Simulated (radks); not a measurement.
# Pm¹⁹⁺ in [Kr] 4d6: an all-electron calculation

Wanted: eigenvalues, radial structure and energy terms of the promethium ion Pm19+.

Program: radks (a radial shooting solver on a logarithmic mesh, Libxc functionals) version 1. Level of theory: Dirac Kohn-Sham, BLYP, spin-unpolarised, spherical densities, finite nucleus; open shells are shared between the two j in proportion to 2j + 1. These are calculated values, not measurements, unless marked.

## Step 1: The system

```
element            : promethium (Z = 61)
charge             : +19
electrons          : 42
configuration      : [Kr] 4d6
nuclear rms radius : 4.962 fm
```

Outer shells as boxes (Hund's rule):

Pm¹⁹⁺
```
[Kr] core
4d [↑↓][↑ ][↑ ][↑ ][↑ ]
```

## Step 2: The calculation

Input:

```text
Z 61
configuration [Kr] 4d6 5s0 5p0
relativity Dirac
functional b88,lyp
spin unpolarised
j_filling average
nucleus finite rms 4.962 fm
c 137.035999084
```

Started as:

```
python run_ks.py task.json out
```

This one command runs every case of the session in turn.

**Question.** What will this run give?

The runs gave:

```
                        quantity                    value
                    total energy       -9888.4111 hartree
exchange-correlation share of it                   2.15 %
                            −T/E                   1.0824
          highest occupied level        4d5/2, -553.51 eV
    most extended occupied level  4d5/2, <r> = 0.613 bohr
 radius at density 0.001 e/bohr³                1.57 bohr
    maxima of the radial density                        4
         ionisation energy, NIST          569 (theory) eV
```

The radial density shows 4 maxima for 4 occupied principal shells. −T/E is 1.082: with relativity the kinetic term as defined here no longer equals −E. The top level binds by 553.51 eV, 97 % of the NIST ionisation energy of 569 eV. Spin polarisation and multiplet splitting are left out. Sharing an open shell by 2j + 1 raises it above the true ground level by a part of the spin-orbit splitting, which enters the differences from NIST.
